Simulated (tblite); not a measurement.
**GFN2-xTB (tblite) on ZnS: a test of settings**

Aim: start from a run with usual settings and see what each changed setting does to the results.

Method: GFN2-xTB (tblite), atoms fixed, no spin polarisation, in tblite 0.8.0.

## Step 1: The system as given

Symmetry: P6_3mc, No. 186, hexagonal system. The conventional cell has a = 3.805 Å, b = 3.805 Å, c = 6.244 Å, α = 90.00°, β = 90.00°, γ = 120.00°. Zn (site symmetry 3m) has 4 S at 2.33 to 2.34 Å as nearest neighbours. S (site symmetry 3m) is surrounded by 4 Zn at 2.33 to 2.34 Å.

Coordinates:

```
Zn S
1.0
     3.80545    0.00000    0.00000
    -1.90273    3.29562    0.00000
     0.00000    0.00000    6.24399
Zn S
2 2
Cartesian
  0.0000 2.1971 0.0021
  1.9027 1.0985 3.1241
  0.0000 2.1971 2.3394
  1.9027 1.0985 5.4614
```

The structure type (wurtzite) is imposed and need not be the compound's stable one.

## Step 2: The reference run

The input, run.py:

```python
import json
from ase import Atoms
from ase.build import make_supercell
from ase.units import Bohr, GPa, Hartree
from tblite.interface import Calculator

atoms = Atoms(['Zn', 'Zn', 'S', 'S'],
              cell=[[3.80545086, 0.0, 0.0], [-1.90272543, 3.29561712, 0.0], [0.0, 0.0, 6.2439931]],
              scaled_positions=[[0.333333333, 0.666666667, 0.000338127], [0.666666667, 0.333333333, 0.500338127], [0.333333333, 0.666666667, 0.374661873], [0.666666667, 0.333333333, 0.874661873]],
              pbc=True)
cluster = make_supercell(atoms, [[3, 0, 0], [0, 3, 0], [0, 0, 2]])
calc = Calculator('GFN2-xTB', cluster.numbers, cluster.positions / Bohr, lattice=cluster.cell[:] / Bohr, periodic=cluster.pbc)
calc.set('temperature', 0.02 / Hartree)
calc.set('max-iter', 150)
res = calc.singlepoint()
levels = res.get('orbital-energies') * Hartree
nv = round(res.get('orbital-occupations').sum() / 2)
cells = len(cluster) // len(atoms)
out = {'energy_per_cell': res.get('energy') * Hartree / cells, 'homo': levels[nv - 1], 'lumo': levels[nv],
       'stress': (-res.get('virial') * Hartree / cluster.get_volume() / GPa).tolist(), 'charges': res.get('charges')[:len(atoms)].tolist(), 'electrons': 2 * nv / cells}
json.dump(out, open('results.json', 'w'))
for key, value in out.items():
    print(key, value)
```

Started as:

```bash
$ python run.py
```

Log:

```text
------------------------------------------------------------
  cycle        total energy    energy error   density error
------------------------------------------------------------
      1     -120.1237959052  -1.2046901E+02   4.4916590E-01
      2     -136.1455417293  -1.6021746E+01   2.3237634E-01
      3     -139.9611700177  -3.8156283E+00   1.1053250E-01
      4     -139.5130491351   4.4812088E-01   9.8302146E-02
      5     -139.6556050054  -1.4255587E-01   9.2591836E-02
      6     -140.5784250835  -9.2282008E-01   4.5433219E-02
      7     -140.8194556169  -2.4103053E-01   1.9966689E-02
      8     -140.8515364702  -3.2080853E-02   1.2032606E-02
      9     -140.8459057033   5.6307670E-03   1.3495806E-02
     10     -140.8477488770  -1.8431737E-03   1.1811541E-02
     11     -140.8472078851   5.4099192E-04   1.0820584E-02
     12     -140.8471040693   1.0381575E-04   9.6979892E-03
     13     -140.8503695137  -3.2654444E-03   6.0105126E-03
     14     -140.8525315421  -2.1620284E-03   1.6529903E-03
     15     -140.8526732925  -1.4175039E-04   2.4053691E-04
     16     -140.8526732257   6.6824043E-08   5.8961403E-05
     17     -140.8526732447  -1.9067443E-08   3.7666530E-05
     18     -140.8526733275  -8.2778968E-08   2.3453851E-05
     19     -140.8526733664  -3.8910514E-08   7.0563707E-07
------------------------------------------------------------

 total:                                   6.717 sec
energy_per_cell -212.9331370854541
homo -9.73872572417262
lumo -8.312548981534217
stress [[4.067439809136647, -5.5250289808063284e-05, 2.9580701265045694e-07], [-5.5250289808093865e-05, 4.067375925327191, -1.707842983197946e-07], [2.9580701265561156e-07, -1.707842983362369e-07, 3.1383748164362553]]
charges [0.2360213587919462, 0.23602328563382347, -0.23602545490224475, -0.23602080707592202]
electrons 16.0
```

Wall time 7.4 s (1 thread of AMD EPYC 9R45 (Zen 5), shared host); peak memory 0.12 GiB.

Gap 1.43 eV; pressure 3.8 GPa. The 72 atoms of the cluster fold only a few k-points onto the zone centre, so gap and energy may not be converged in the cluster's size.

## Step 3: Change: temperature = 0.001

run.py, as its differences from that of step 2:

```diff
@@ -12,3 +12,3 @@
 calc = Calculator('GFN2-xTB', cluster.numbers, cluster.positions / Bohr, lattice=cluster.cell[:] / Bohr, periodic=cluster.pbc)
-calc.set('temperature', 0.02 / Hartree)
+calc.set('temperature', 0.001 / Hartree)
 calc.set('max-iter', 150)
```

Started as:

```bash
$ python run.py
```

Log:

```text
------------------------------------------------------------
  cycle        total energy    energy error   density error
------------------------------------------------------------
      1     -120.1237959052  -1.2046901E+02   4.4916590E-01
      2     -136.1431487150  -1.6019353E+01   2.3238033E-01
      3     -139.9609725148  -3.8178238E+00   1.1053604E-01
      4     -139.5390404366   4.2193208E-01   9.7626768E-02
      5     -139.6112218888  -7.2181452E-02   9.4570108E-02
      6     -140.6884481612  -1.0772263E+00   3.5789232E-02
      7     -140.8427137592  -1.5426560E-01   1.3878728E-02
      8     -140.8501669042  -7.4531450E-03   1.0709500E-02
      9     -140.8461383667   4.0285375E-03   1.2394186E-02
     10     -140.8524432544  -6.3048877E-03   9.1953129E-03
     11     -140.8522199677   2.2328670E-04   9.0291003E-03
     12     -140.8517873828   4.3258493E-04   8.7306053E-03
     13     -140.8522929056  -5.0552284E-04   4.2014166E-03
     14     -140.8523843087  -9.1403066E-05   2.9180307E-03
     15     -140.8525367156  -1.5240691E-04   1.6917289E-03
     16     -140.8526725464  -1.3583086E-04   1.8541608E-04
     17     -140.8526732434  -6.9700619E-07   7.6605183E-05
     18     -140.8526733125  -6.9050685E-08   3.7744297E-05
     19     -140.8526733664  -5.3875112E-08   1.1859775E-06
------------------------------------------------------------

 total:                                   6.687 sec
energy_per_cell -212.9331370853483
homo -9.73873086546689
lumo -8.31255770668279
stress [[4.067452250635271, -5.525058028185144e-05, 2.958089004765491e-07], [-5.52505802818774e-05, 4.067388366456321, -1.707852359860457e-07], [2.9580890047231905e-07, -1.7078523600181865e-07, 3.138398469939208]]
charges [0.23602061064525381, 0.2360225749415541, -0.23602460668180245, -0.23601993510914565]
electrons 16.0
```

Wall time 7.4 s (1 thread of AMD EPYC 9R45 (Zen 5), shared host); peak memory 0.12 GiB.

Against the reference run the gap moves by 0.00 eV and the energy by 0.0 meV/atom.

## Step 4: Change: method = IPEA1-xTB

run.py, as its differences from that of step 3:

```diff
@@ -11,4 +11,4 @@
 cluster = make_supercell(atoms, [[3, 0, 0], [0, 3, 0], [0, 0, 2]])
-calc = Calculator('GFN2-xTB', cluster.numbers, cluster.positions / Bohr, lattice=cluster.cell[:] / Bohr, periodic=cluster.pbc)
-calc.set('temperature', 0.001 / Hartree)
+calc = Calculator('IPEA1-xTB', cluster.numbers, cluster.positions / Bohr, lattice=cluster.cell[:] / Bohr, periodic=cluster.pbc)
+calc.set('temperature', 0.02 / Hartree)
 calc.set('max-iter', 150)
```

Started as:

```bash
$ python run.py
```

Log:

```text
------------------------------------------------------------
  cycle        total energy    energy error   density error
------------------------------------------------------------
      1     -161.1274546194  -1.6109812E+02   8.5813369E-01
      2     -165.4651863338  -4.3377317E+00   4.0261562E-01
      3     -165.8746252842  -4.0943895E-01   2.4379377E-01
      4     -165.9775289627  -1.0290368E-01   2.2985786E-02
      5     -165.9869560740  -9.4271114E-03   1.9099119E-03
      6     -165.9870424043  -8.6330303E-05   5.2540450E-04
      7     -165.9870457980  -3.3936281E-06   1.9251686E-05
      8     -165.9870458047  -6.7124972E-09   1.1311683E-07
------------------------------------------------------------

 total:                                   2.265 sec
energy_per_cell -250.92986546862753
homo -12.34813346719052
lumo -10.170888856485556
stress [[-0.09054915259207566, 1.2395323598339382e-07, -9.628675114414126e-16], [1.2395323613614303e-07, -0.09054911169318258, 5.261912911962518e-15], [-1.0010324197342592e-15, 5.171672013959193e-15, -0.49052976387205155]]
charges [0.27660611028478554, 0.27660611028477744, -0.2766061102847874, -0.2766061102847932]
electrons 16.0
```

Run time: 3 s. Hardware: 1 thread of AMD EPYC 9R45 (Zen 5), shared host; peak memory 0.12 GiB.

Totals of another method or basis aren't compared here.

## Step 5: Change: mixer-damping = 0.1

run.py, as its differences from that of step 4:

```diff
@@ -11,5 +11,6 @@
 cluster = make_supercell(atoms, [[3, 0, 0], [0, 3, 0], [0, 0, 2]])
-calc = Calculator('IPEA1-xTB', cluster.numbers, cluster.positions / Bohr, lattice=cluster.cell[:] / Bohr, periodic=cluster.pbc)
+calc = Calculator('GFN2-xTB', cluster.numbers, cluster.positions / Bohr, lattice=cluster.cell[:] / Bohr, periodic=cluster.pbc)
 calc.set('temperature', 0.02 / Hartree)
 calc.set('max-iter', 150)
+calc.set('mixer-damping', 0.1)
 res = calc.singlepoint()
```

Started as:

```bash
$ python run.py
```

Log:

```text
------------------------------------------------------------
  cycle        total energy    energy error   density error
------------------------------------------------------------
      1     -120.1237959052  -1.2046901E+02   4.4916590E-01
      2     -128.8416469922  -8.7178511E+00   3.5604860E-01
      3     -137.5181713197  -8.6765243E+00   1.9401762E-01
      4     -126.2706121717   1.1247559E+01   3.4420257E-01
      5     -137.0099699369  -1.0739358E+01   1.6538445E-01
      6     -140.1078177676  -3.0978478E+00   7.1914330E-02
      7     -140.0952124837   1.2605284E-02   7.2522400E-02
      8     -140.4134990744  -3.1828659E-01   5.5140882E-02
      9     -140.7735313068  -3.6003223E-01   2.5044225E-02
     10     -140.3604561578   4.1307515E-01   6.0408652E-02
     11     -140.3621498502  -1.6936924E-03   6.0261952E-02
     12     -140.6400580687  -2.7790822E-01   4.0452715E-02
     13     -140.8359146191  -1.9585655E-01   1.1803099E-02
     14     -140.8525708885  -1.6656269E-02   1.2583767E-03
     15     -140.8509227477   1.6481409E-03   3.8732527E-03
     16     -140.8516436167  -7.2086901E-04   2.8195803E-03
     17     -140.8526707397  -1.0271230E-03   1.4583050E-04
     18     -140.8526690204   1.7193379E-06   1.8074155E-04
     19     -140.8526699461  -9.2571872E-07   1.6015286E-04
     20     -140.8526730636  -3.1174496E-06   4.8059237E-05
     21     -140.8526733383  -2.7472026E-07   1.4429172E-05
------------------------------------------------------------

 total:                                   7.088 sec
energy_per_cell -212.93313704289918
homo -9.738783850037922
lumo -8.312388582206216
stress [[4.066861412446661, -5.527024764953193e-05, 2.9592656127143493e-07], [-5.5270247649584424e-05, 4.066797505495374, -1.7085315175103552e-07], [2.9592656126251006e-07, -1.7085315174517847e-07, 3.1378194815291427]]
charges [0.23606674106746206, 0.2360688359749339, -0.23607144709185293, -0.23606531761108734]
electrons 16.0
```

Run time: 7.8 s. Hardware: 1 thread of AMD EPYC 9R45 (Zen 5), shared host; peak memory 0.12 GiB.

Against the reference run the gap moves by 0.00 eV and the energy by 0.0 meV/atom.

## Step 6: Change: max-iter = 2

run.py, as its differences from that of step 5:

```diff
@@ -13,4 +13,3 @@
 calc.set('temperature', 0.02 / Hartree)
-calc.set('max-iter', 150)
-calc.set('mixer-damping', 0.1)
+calc.set('max-iter', 2)
 res = calc.singlepoint()
```

Started as:

```bash
$ python run.py
```

Log:

```text
[... start of the log left out ...]
------------------------------------------------------------
  cycle        total energy    energy error   density error
------------------------------------------------------------
      1     -120.1237959052  -1.2046901E+02   4.4916590E-01
      2     -136.1455417293  -1.6021746E+01   2.3237634E-01
------------------------------------------------------------

 total:                                   3.982 sec
tblite.exceptions.TBLiteRuntimeError: SCF not converged in 2 cycles
```

Wall time 4.7 s (1 thread of AMD EPYC 9R45 (Zen 5), shared host); peak memory 0.12 GiB.

The run did not converge.

## Step 7: Change: cluster = 1x1x1

run.py, as its differences from that of step 6:

```diff
@@ -10,6 +10,6 @@
               pbc=True)
-cluster = make_supercell(atoms, [[3, 0, 0], [0, 3, 0], [0, 0, 2]])
+cluster = make_supercell(atoms, [[1, 0, 0], [0, 1, 0], [0, 0, 1]])
 calc = Calculator('GFN2-xTB', cluster.numbers, cluster.positions / Bohr, lattice=cluster.cell[:] / Bohr, periodic=cluster.pbc)
 calc.set('temperature', 0.02 / Hartree)
-calc.set('max-iter', 2)
+calc.set('max-iter', 150)
 res = calc.singlepoint()
```

Started as:

```bash
$ python run.py
```

Log:

```text
------------------------------------------------------------
  cycle        total energy    energy error   density error
------------------------------------------------------------
      1     -5.325378937152  -5.3445573E+00   5.7542956E-01
      2     -6.891291914741  -1.5659130E+00   7.0138849E-01
      3     -7.189569907837  -2.9827799E-01   5.5420047E-01
      4     -7.218719293705  -2.9149386E-02   5.6094842E-01
      5     -6.920446494548   2.9827280E-01   2.9566904E-01
      6     -7.160117103958  -2.3967061E-01   5.0115372E-01
      7     -6.975514872417   1.8460223E-01   2.5597947E-01
      8     -7.308625315740  -3.3311044E-01   2.1367315E-01
      9     -7.238534289673   7.0091026E-02   1.7629445E-01
     10     -7.158279191977   8.0255098E-02   1.6969926E-01
     11     -7.167510275964  -9.2310840E-03   1.6862131E-01
     12     -7.289129766683  -1.2161949E-01   1.3161334E-01
     13     -7.220590573806   6.8539193E-02   1.5028438E-01
     14     -7.301487413001  -8.0896839E-02   1.4425036E-01
     15     -7.314363998594  -1.2876586E-02   1.0403299E-01
     16     -7.252750707687   6.1613291E-02   1.6259998E-01
     17     -7.278870957328  -2.6120250E-02   1.3444634E-01
     18     -7.292557297175  -1.3686340E-02   7.1736760E-02
     19     -7.271575679253   2.0981618E-02   1.2480185E-01
     20     -7.269912490272   1.6631890E-03   1.1885277E-01
     21     -7.251945422271   1.7967068E-02   1.2672594E-01
     22     -7.243201411010   8.7440113E-03   1.3945983E-01
     23     -7.262257557296  -1.9056146E-02   1.1284113E-01
     24     -7.310249243820  -4.7991687E-02   3.8410104E-02
     25     -7.318034712185  -7.7854684E-03   3.2232155E-02
     26     -7.316964553474   1.0701587E-03   4.2854989E-02
     27     -7.318001310756  -1.0367573E-03   3.0361966E-02
[... 11 lines of this table left out ...]
     39     -7.317872125523  -3.9202815E-04   2.6344227E-03
     40     -7.317885999121  -1.3873597E-05   2.3364694E-03
     41     -7.317903043335  -1.7044214E-05   1.9726896E-04
     42     -7.317902861906   1.8142878E-07   2.4482057E-04
     43     -7.317899626494   3.2354118E-06   8.6494662E-04
     44     -7.317901285402  -1.6589077E-06   6.8671129E-04
     45     -7.317902856468  -1.5710666E-06   2.0728704E-04
     46     -7.317902986462  -1.2999348E-07   1.1062923E-04
     47     -7.317903042011  -5.5549335E-08   2.5945649E-05
     48     -7.317902811110   2.3090145E-07   2.5243607E-04
     49     -7.317903017945  -2.0683552E-07   9.0850918E-05
     50     -7.317903042099  -2.4153819E-08   2.5906265E-05
     51     -7.317903044345  -2.2462521E-09   9.4942032E-06
------------------------------------------------------------

 total:                                   0.330 sec
energy_per_cell -199.13028462857085
homo -8.21886337861042
lumo -8.17630492728706
stress [[49.88008445892101, -0.00045415791317110244, 2.8637684873615367e-06], [-0.0004541579131710988, 49.879559802049776, -1.5618783948884986e-06], [2.863768487345307e-06, -1.561878394748338e-06, 34.30187242929044]]
charges [0.40533567598178033, 0.40533789895568745, -0.40533873813723853, -0.40533483680023197]
electrons 16.0
```

Wall time 1.1 s (1 thread of AMD EPYC 9R45 (Zen 5), shared host); peak memory 0.092 GiB.

Against the reference run the gap moves by -1.38 eV and the energy by +3450.7 meV/atom. One cell at the zone centre alone can't describe the crystal.

## Step 8: Results

| change | ends | gap (eV) | energy (meV/atom) | pressure (GPa) | time |
| --- | --- | --- | --- | --- | --- |
| none | converged | 1.43 | 0 | 3.8 | 7.4 s |
| temperature = 0.001 | converged | 0.00 | 0.0 | 0.0 | 7.4 s |
| method = IPEA1-xTB | converged | +0.75 | – | -4.0 | 3 s |
| mixer-damping = 0.1 | converged | 0.00 | 0.0 | 0.0 | 7.8 s |
| max-iter = 2 | not converged | – | – | – | 4.7 s |
| cluster = 1x1x1 | converged | -1.38 | +3450.7 | +40.9 | 1.1 s |

The first row holds values, the others changes from it. Keys are the program's: temperature in eV (tblite) or K (CP2K), cutoffs in Ry, CUTOFP in Å. Among the numerical settings, cluster = 1x1x1 moves the energy most (+3450.7 meV/atom). 1 of the 5 changes gave no result. The changed runs test settings; they are no properties of the crystal.
